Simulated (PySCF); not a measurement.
# H4NdO4 ([Nd(OH)4]-): the cost of one run

Computed with PySCF 2.14.0 and routines of our own; the level stands in each step. Atoms count from 0.

### Step 1. The system as given

9 atoms, charge -1, states of the metal's open shell are computed; geometry from: model geometry, bond lengths from ionic radii.

### Step 2. Ligand-field states: state-averaged CASSCF in water

Job settings and geometry (Å):

```
{"job": {"kind": "lf", "basis": {"metal": "x2c-TZVPall", "ligand": "x2c-SVPall"}, "nevpt": false, "solvent": "water"}, "charge": -1, "metal": "Nd", "open_shell": "f3"}
Nd     0.000000     0.000000     0.000000
O      1.289223     1.289223     1.289223
H      1.035307     2.166678     1.600993
O     -1.289223    -1.289223     1.289223
H     -1.035307    -2.166678     1.600993
O     -1.289223     1.289223    -1.289223
H     -2.166678     1.035307    -1.600993
O      1.289223    -1.289223    -1.289223
H      2.166678    -1.035307    -1.600993
```

Method: state-averaged CASSCF of the metal f shell, state-interaction spin-orbit coupling.

Launch:

```console
> OMP_NUM_THREADS=1 python lf_run.py task.json out
```

This one command runs all jobs of the session in turn.

**Question.** How long does this first job take on 1 thread of Intel Xeon 6975P-C, shared host, and how much memory does it need?

About 21 s, with a peak of 0.51 GiB.
